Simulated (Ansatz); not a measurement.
# C4H9F2In: up Jacob's ladder to CCSD(T)

The task here is to estimate one member of a computed series from the others.

Method: functionals in def2-TZVPP, the program's frozen cores in correlated methods; program: Ansatz 0.2.0, Gaussian basis.

Levels to be run: LDA (SPW92), PBE-D4, revPBE-D4, BLYP-D4, r2SCAN-D4, B97M-V, PBE0-D4, B3LYP-D4, r2SCANh-D4, r2SCAN0-D4, HSE06-D4, BHLYP-D4, CAM-B3LYP-D4, LC-ωPBE, ωB97X-V, ωB97M-V, B2PLYP, PBE-QIDH; CCSD(T)/def2-SVP; MP2/def2-TZVPP; RPA on PBE.

1 further run of the same task is left out (it didn't finish). Runs told in other sessions of the task aren't counted.

## The geometry

The geometry comes from an earlier relaxation with PBE0-D4 in a triple-zeta def2 set; it is a stationary point, not always the lowest conformer. In takes the def2 core potential; no spin-orbit term is included.

SMILES `CC(C)[CH2][In]([F])[F]`, 16 atoms, charge 0, spin multiplicity 1.

Atoms are counted from 1 here; the program's logs count them from 0.

Bond lengths: C1–C2 1.521 Å, C1–H8 1.097 Å, C1–H9 1.093 Å, C1–H10 1.092 Å, C2–C3 1.521 Å, C2–C4 1.522 Å, C2–H11 1.099 Å, C3–H12 1.097 Å, C3–H13 1.092 Å, C3–H14 1.093 Å, C4–In5 2.142 Å, C4–H15 1.093 Å, C4–H16 1.093 Å, In5–F6 1.953 Å, In5–F7 1.945 Å. Angles: C2–C1–H8 110.7°, C2–C1–H9 111.6°, C2–C1–H10 111.1°, H8–C1–H9 108.3°, H8–C1–H10 107.0°, H9–C1–H10 107.8°, C1–C2–C3 111.0°, C1–C2–C4 111.7°, C1–C2–H11 107.9°, C3–C2–C4 111.8°, C3–C2–H11 107.9°, C4–C2–H11 106.3°, C2–C3–H12 110.8°, C2–C3–H13 111.1°, C2–C3–H14 111.6°, H12–C3–H13 107.0°, H12–C3–H14 108.3°, H13–C3–H14 107.8° and more.

Set-up of the first run:

Contents of in.yaml:

```yaml
crystal:
  periodic: [false, false, false]
  atoms:
    - {symbol: C, position_ang: [-1.557698, -0.119295, 0.448704]}
    - {symbol: C, position_ang: [-0.262669, -0.852843, 0.137297]}
    - {symbol: C, position_ang: [0.737080, -0.702039, 1.273046]}
    - {symbol: C, position_ang: [0.326509, -0.414034, -1.195296]}
    - {symbol: In, position_ang: [0.846976, 1.663234, -1.206044]}
    - {symbol: F, position_ang: [0.627482, 2.884292, 0.301770]}
    - {symbol: F, position_ang: [1.605515, 2.722599, -2.650699]}
    - {symbol: H, position_ang: [-1.368312, 0.948366, 0.615760]}
    - {symbol: H, position_ang: [-2.281172, -0.217268, -0.364890]}
    - {symbol: H, position_ang: [-2.021803, -0.507915, 1.357900]}
    - {symbol: H, position_ang: [-0.496637, -1.922088, 0.033333]}
    - {symbol: H, position_ang: [0.962263, 0.355958, 1.455136]}
    - {symbol: H, position_ang: [0.337909, -1.108921, 2.204800]}
    - {symbol: H, position_ang: [1.674431, -1.220745, 1.055697]}
    - {symbol: H, position_ang: [1.242542, -0.956019, -1.442856]}
    - {symbol: H, position_ang: [-0.372408, -0.553282, -2.023657]}
basis:
  gaussian: {orbitals: def2-TZVPP}
hamiltonian: {xc: lda}
output: {orbitals: {seedname: orbitals}}
```

Started as:

```
$ ansatz run in.yaml --threads 4 --pin off --events-out ev --progress --plain --max-ram 11315MiB
```

Steps of the session up to this table: LDA; PBE-D4 (GGA); revPBE-D4 (GGA); BLYP-D4 (GGA); r2SCAN-D4 (meta-GGA); B97M-V (meta-GGA); B3LYP-D4 (hybrid); r2SCANh-D4 (hybrid); r2SCAN0-D4 (hybrid); HSE06-D4 (hybrid); BHLYP-D4 (hybrid); CAM-B3LYP-D4 (range-separated); LC-ωPBE (range-separated); ωB97X-V (range-separated); ωB97M-V (range-separated); B2PLYP (double hybrid); PBE-QIDH (double hybrid).

One table of the session follows, with a row left open; its other results are not shown here.

It belongs to the step «Frontier levels by functional». 

```
  functional  HOMO (eV)  LUMO (eV)  gap (eV)
 LDA (SPW92)          ?          ?         ?
      PBE-D4      -7.21      -2.38      4.83
   revPBE-D4      -7.12      -2.24      4.88
     BLYP-D4      -7.12      -2.37      4.76
   r2SCAN-D4      -7.48      -2.13      5.35
      B97M-V      -7.52      -2.31      5.21
     PBE0-D4      -8.51      -1.49      7.02
    B3LYP-D4      -8.33      -1.83      6.50
  r2SCANh-D4      -7.97      -1.81      6.16
  r2SCAN0-D4      -8.69      -1.33      7.36
    HSE06-D4      -8.11      -1.85      6.26
    BHLYP-D4      -9.68      -0.69      9.00
CAM-B3LYP-D4      -9.86      -0.60      9.26
     LC-ωPBE     -11.09       0.72     11.81
     ωB97X-V     -10.77       0.53     11.30
     ωB97M-V     -10.69       0.30     10.98
```

**Question.** Estimate the row for LDA (SPW92).

The run gave: HOMO (eV): -7.44; LUMO (eV): -2.69; gap (eV): 4.75. In the column «HOMO (eV)» it lies between r2SCAN-D4 (-7.48) and PBE-D4 (-7.21).
